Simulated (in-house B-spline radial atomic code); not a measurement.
# Ba: binding energies from hole states

Aim: the cost of two holes at once in Ba, against the sum of the two single holes.

Program: in-house B-spline radial atomic code version 1. Level of theory: Dirac-Coulomb relativistic LDA (MacDonald-Vosko exchange, VWN5), spherical fractional occupations, Fermi nucleus, basis-set limit. These are calculated values, not measurements, unless marked.

## (1) The system

```
element       : barium (Z = 56)
charge        : 0
electrons     : 56
configuration : [Xe] 6s2
Hamiltonian   : Dirac-Coulomb
nucleus       : Fermi, rms radius 4.838 fm
```

The outer shells:

[Xe] 6s2
```
[Xe] core
6s [↑↓]
```

The run's settings:

```ini
Z = 56
electrons = 56.0
configuration = [Xe] 6s2
hamiltonian = dirac
method = lda_x_rel,vwn
spin_polarised = False
nucleus = fermi
rms_radius = 4.8378
mass_number = 138
atomic_mass = 137.905247059
speed_of_light = 137.035999084
```

From the earlier run of the reference: total energy -8120.519969 hartree. Levels, eight at most:

| orbital | occupation | energy (eV) | <r> (bohr) |
| --- | --- | --- | --- |
| 4p1/2 | 2 | -190.90 | 0.6979 |
| 4p3/2 | 4 | -175.53 | 0.7254 |
| 4d3/2 | 4 | -91.191 | 0.7954 |
| 4d5/2 | 6 | -88.570 | 0.8055 |
| 5s1/2 | 2 | -33.685 | 1.638 |
| 5p1/2 | 2 | -20.260 | 1.863 |
| 5p3/2 | 4 | -18.156 | 1.951 |
| 6s1/2 | 2 | -3.341 | 4.727 |

Single holes known from earlier runs (ΔSCF): 1s 37417.4 eV, 3s 1259.80 eV, 3p1/2 1119.96 eV, 3d5/2 783.59 eV, 6s 5.529 eV.

## (2) The 3s and 3d5/2 holes

In configurations, a minus sign after the shell means j = l − 1/2 and a plus sign j = l + 1/2; the count of electrons follows.

The run's settings:

```ini
Z = 56
electrons = 54.0
configuration = 1s2 2s2 2p6 3s1 3p6 3d-4 3d+5 4s2 4p6 4d10 5s2 5p6 6s2
hamiltonian = dirac
method = lda_x_rel,vwn
spin_polarised = False
nucleus = fermi
rms_radius = 4.8378
mass_number = 138
atomic_mass = 137.905247059
speed_of_light = 137.035999084
```

## (3) The 3p1/2 and 6s holes

Changes to the settings of step 2:

```diff
@@ -2,3 +2,3 @@
 electrons = 54.0
-configuration = 1s2 2s2 2p6 3s1 3p6 3d-4 3d+5 4s2 4p6 4d10 5s2 5p6 6s2
+configuration = 1s2 2s2 2p6 3s2 3p-1 3p+4 3d10 4s2 4p6 4d10 5s2 5p6 6s1
 hamiltonian = dirac
```

## (4) The 1s and 1s holes

Changes to the settings of step 3:

```diff
@@ -2,3 +2,3 @@
 electrons = 54.0
-configuration = 1s2 2s2 2p6 3s2 3p-1 3p+4 3d10 4s2 4p6 4d10 5s2 5p6 6s1
+configuration = 2s2 2p6 3s2 3p6 3d10 4s2 4p6 4d10 5s2 5p6 6s2
 hamiltonian = dirac
```

Q: What does each hole state cost in eV, and how does that compare with the orbital energies or single holes?

The runs gave:

| two holes | ΔSCF (eV) | less the two single holes (eV) |
| --- | --- | --- |
| 3s and 3d5/2 | 2094.22 | 50.83 |
| 3p1/2 and 6s | 1132.02 | 6.53 |
| 1s and 1s | 75656.5 | 821.66 |

Two holes cost more than the sum of each, because the second electron leaves a more charged ion. The excess runs from 6.5 eV (3p1/2 and 6s) to 821.7 eV (1s and 1s); it tends to be largest where both holes are compact. Values are for the free atom, measured from the vacuum level.
